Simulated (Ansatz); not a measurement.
# Cl2F2H2In2: small, medium and large basis sets

One table from this session's results is given with a row withheld; the runs are named, their logs left out.

Method: one geometry, several basis sets; program: Ansatz 0.2.0, Gaussian basis.

Plan: PBE0-D4/def2-SVP; ωB97M-V/def2-SVP; PBE0-D4/def2-QZVPP; ωB97M-V/def2-QZVPP; the functionals' def2-TZVPP values are taken from earlier runs.

1 further run of the same task is left out (for a known fault of the program). Runs told in other sessions of the task aren't counted.

## Structure used throughout

An earlier PBE0-D4 in a triple-zeta def2 set relaxation fixed the geometry. In takes the def2 core potential; no spin-orbit term is included.

SMILES `[Cl][In@H-]1[F+][In@H-]([Cl])[F+]1`, 8 atoms, charge 0, spin multiplicity 1.

Atoms are counted from 1 here; the program's logs count them from 0.

Bond lengths: Cl1–In2 2.305 Å, In2–F3 2.119 Å, In2–F6 2.119 Å, In2–H7 1.684 Å, F3–In4 2.119 Å, In4–Cl5 2.305 Å, In4–F6 2.119 Å, In4–H8 1.684 Å. Angles: Cl1–In2–F3 102.1°, Cl1–In2–F6 102.3°, Cl1–In2–H7 135.0°, F3–In2–F6 75.8°, F3–In2–H7 112.9°, F6–In2–H7 112.8°, In2–F3–In4 104.2°, F3–In4–Cl5 102.2°, F3–In4–F6 75.8°, F3–In4–H8 112.9°, Cl5–In4–F6 102.3°, Cl5–In4–H8 134.9°, F6–In4–H8 112.8°, In2–F6–In4 104.2°.

The first run:

The input, in.yaml:

```yaml
crystal:
  periodic: [false, false, false]
  atoms:
    - {symbol: Cl, position_ang: [0.814071, -2.898954, 1.047605]}
    - {symbol: In, position_ang: [1.357285, -0.687054, 0.694808]}
    - {symbol: F, position_ang: [0.453116, -0.300579, -1.182124]}
    - {symbol: In, position_ang: [-1.357111, 0.687156, -0.693660]}
    - {symbol: Cl, position_ang: [-0.816914, 2.897931, -1.057480]}
    - {symbol: F, position_ang: [-0.451156, 0.304011, 1.183339]}
    - {symbol: H, position_ang: [2.719168, 0.263093, 0.975675]}
    - {symbol: H, position_ang: [-2.718468, -0.265615, -0.968162]}
basis:
  gaussian: {orbitals: def2-SVP}
hamiltonian: {xc: pbe0, dispersion: d4}
output: {orbitals: {seedname: orbitals}}
```

Started as:

```console
> ansatz run in.yaml --threads 4 --pin off --events-out ev --progress --plain --max-ram 11315MiB
```

Steps of the session up to this table: PBE0-D4 in def2-SVP; ωB97M-V in def2-SVP; PBE0-D4 in def2-QZVPP; ωB97M-V in def2-QZVPP.

One table of the session follows, with a row left open; its other results are not shown here.

It belongs to the step «Density functionals: the series». 

| functional | basis | HOMO (eV) | LUMO (eV) |
| --- | --- | --- | --- |
| PBE0-D4 | def2-SVP | -8.83 | -1.49 |
| PBE0-D4 | def2-TZVPP | -8.99 | -1.69 |
| PBE0-D4 | def2-QZVPP | -9.00 | -1.72 |
| ωB97M-V | def2-SVP | -11.04 | 0.55 |
| ωB97M-V | def2-TZVPP | -11.26 | 0.22 |
| ωB97M-V | def2-QZVPP | ? | ? |

**Question.** Estimate the row for ωB97M-V, def2-QZVPP.

**Answer.** HOMO (eV): -11.29; LUMO (eV): 0.11. In the column «HOMO (eV)» it is the lowest.
